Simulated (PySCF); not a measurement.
# [HgF3(H2O)]−: other functionals and bases at one geometry

One table from this session's results is given with a row withheld; the runs are named, their logs left out.

Program: PySCF 2.14.0. Level of theory: several levels, as the steps say, no spin–orbit coupling. These are calculated values, not measurements.

1 further run of the same task is left out (for a known fault of the program).

## The starting structure

7 atoms, charge -1, spin multiplicity 1.

Bond lengths: Hg1–F2 2.131 Å, Hg1–F3 2.016 Å, Hg1–F4 2.131 Å, O5–H6 0.982 Å, O5–H7 0.982 Å. Angles: F2–Hg1–F3 134.9°, F2–Hg1–F4 89.7°, F3–Hg1–F4 134.9°, H6–O5–H7 98.2°.

As a file:

```xyz
7
charge -1, multiplicity 1
Hg   -0.27659   -0.41882    0.41882
F     0.36192    1.61195    0.51414
F    -0.96329   -1.75888    1.75888
F     0.36192   -0.51414   -1.61195
O    -1.27108    1.54292   -1.54292
H    -0.68846    1.87533   -0.82568
H    -0.68846    0.82568   -1.87533
```

Formal oxidation states: Hg +2. An earlier session relaxed this geometry at PBE0, Hg def2-SVP with ECP60, F def2-SVP, O def2-SVP, H def2-SVP (singlet, point group Cs).

At PBE0 on the finer grid: E = -528.830183 Eh, HOMO -3.20 eV, LUMO 2.66 eV, Mulliken charge on Hg1 +0.69 e, largest force component 0.075 eV/Å. 

Levels to run: BP86; HF; PBE0, TZVP. Hardware: 2 threads of Arm Neoverse V1, shared host.

The first run:

run.py (the lines that set the calculation)

```python
mol = gto.M(atom='''
Hg    -0.27659    -0.41882     0.41882
F      0.36192     1.61195     0.51414
F     -0.96329    -1.75888     1.75888
F      0.36192    -0.51414    -1.61195
O     -1.27108     1.54292    -1.54292
H     -0.68846     1.87533    -0.82568
H     -0.68846     0.82568    -1.87533''',
    basis={'Hg': 'def2-SVP', 'F': 'def2-SVP', 'O': 'def2-SVP', 'H': 'def2-SVP'},
    ecp={'Hg': 'def2-SVP'},
    charge=-1, spin=0)
mf = dft.RKS(mol, xc='B88,P86')
mf.grids.atom_grid = (75, 302)
mf = mf.density_fit()  # fitting sets: Hg def2-universal-JKFIT, F def2-universal-JKFIT, O def2-universal-JKFIT, H def2-universal-JKFIT
mf.conv_tol = 1e-08; mf.max_cycle = 55
mf.kernel(dm0)  # dm0: the density of the relaxed state
```

On the command line:

```sh
$ OMP_NUM_THREADS=2 python run.py
```

Steps of the session up to this table: BP86; HF; PBE0, TZVP.

One table of the session follows, with a row left open; its other results are not shown here.

```
              level  HOMO (eV)  gap (eV)  charge on Hg1 (e)  dipole (D)  largest force component (eV/Å)
PBE0 (relaxed here)      -3.20      5.86               0.69        3.58                            0.07
               BP86      -1.43      3.19               0.49        3.34                            0.88
                 HF          ?         ?                  ?           ?                               ?
         PBE0, TZVP      -3.81      5.95               0.94        3.70                            0.24
```

Q: Estimate the row for HF from the others.

As computed: HOMO (eV): -7.99; gap (eV): 13.95; charge on Hg1 (e): 1.13; dipole (D): 3.91; largest force component (eV/Å): 1.42. In the column «HOMO (eV)» it is the lowest.

The dipole of a charged species depends on the origin, so these sizes hold for this origin alone.

In one basis the HOMO–LUMO gap runs from 3.19 eV (BP86) to 13.95 eV (HF). The largest leftover force, 1.42 eV/Å with HF, stands at a geometry relaxed at another level. Total energies of different levels can't be compared.
